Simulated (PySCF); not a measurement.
# The bond of InB−, level by level

Aim: find the lowest electronic state of InB−, scan its bond at several levels of theory, and get bond length, wavenumber and dissociation energy from each curve.

Computed with PySCF 2.14.0. Level: In def2-SVPD with ECP28, B def2-SVPD, scalar-relativistic core potentials.

4 further runs of the same task are left out: 4 set aside as unsound or not needed.

## (1) Input

The job is set up so:

```json
{
 "atoms": "In, B",
 "charge": "-1",
 "basis": "In def2-SVPD with ECP28, B def2-SVPD",
 "Hamiltonian": "scalar-relativistic core potentials",
 "basis functions": "52",
 "electrons treated": "27",
 "masses in u": "114.9039, 11.0093",
 "levels": "PBE0, PBE, r²SCAN, MN15, TPSS, r²SCAN0, CAM-B3LYP, MP2, CCSD, CCSD(T)",
 "grid": "80 radial by 434 angular points",
 "occupations": "held fixed by the projection of orbital angular momentum",
 "dissociation limit": "In− + B, each in its ground configuration",
 "starting distance in angstrom": "2.305",
 "values of 2S to try": "1, 3"
}
```

Launch:

```sh
OMP_NUM_THREADS=1 python dia.py task.json out
```

The runs that follow: PBE0 along the bond; PBE (GGA); r²SCAN; MN15; TPSS; r²SCAN0 (hybrid meta-GGA); CAM-B3LYP (range-separated hybrid); Adding correlation.

Before running it: what results should come out? Wanted: for each run, Re; ωe; De; μ.

**Answer**, as computed:

Lowest PBE0 solution found, without spin–orbit coupling: ⁴Σ⁻ (quartet), unpaired electrons σ ↑, π ↑↑.

| level | Re (Å) | ωe (cm⁻¹) | De (eV) | μ (D) |
| --- | --- | --- | --- | --- |
| UHF-MP2 | 2.271 | 472 | 2.81 | n/a |
| UHF-CCSD | 2.270 | 474 | 2.56 | n/a |
| UHF-CCSD(T) | 2.280 | 464 | 2.74 | n/a |
| PBE | 2.276 | 449 | 3.33 | -4.38 |
| TPSS | 2.274 | 452 | 3.10 | -4.31 |
| r²SCAN | 2.255 | 474 | 3.24 | -4.13 |
| PBE0 | 2.252 | 478 | 3.09 | -4.40 |
| r²SCAN0 | 2.240 | 493 | 3.03 | -4.16 |
| MN15 | 2.237 | 477 | 3.22 | -4.19 |
| CAM-B3LYP | 2.234 | 493 | 2.79 | -4.54 |

De is counted to In− + B in their ground configurations. A positive dipole points from In to B; in an ion it is taken about the centre of mass and does not tell which atom is negative.

Differences from CCSD(T) in the same basis:

| level | Re (mÅ) | ωe (%) |
| --- | --- | --- |
| UHF-MP2 | -9 | +1.7 |
| UHF-CCSD | -10 | +2.1 |
| PBE | -5 | -3.3 |
| TPSS | -7 | -2.6 |
| r²SCAN | -26 | +2.1 |
| PBE0 | -29 | +3.1 |
| r²SCAN0 | -41 | +6.2 |
| MN15 | -44 | +2.9 |
| CAM-B3LYP | -46 | +6.4 |

Judged by CCSD(T) in the same basis: best bond length PBE (-5 mÅ), worst CAM-B3LYP (-46 mÅ); best wavenumber UHF-MP2 (+1.7 %), worst CAM-B3LYP (+6.4 %). CCSD(T) in a basis this small is itself some way from its limit, more so than the functionals. Among the levels with a De in the table, it runs from 2.56 eV (UHF-CCSD) to 3.33 eV (PBE).

Correlated steps freeze 5 core orbitals. These are scalar-relativistic numbers at best; spin–orbit coupling would shift them, the dissociation energy most. With some functionals the highest level of the anion is positive, from self-interaction error or because the anion is truly unbound there; the finite basis then holds the extra electron, and no neutral molecule was run to test the binding.
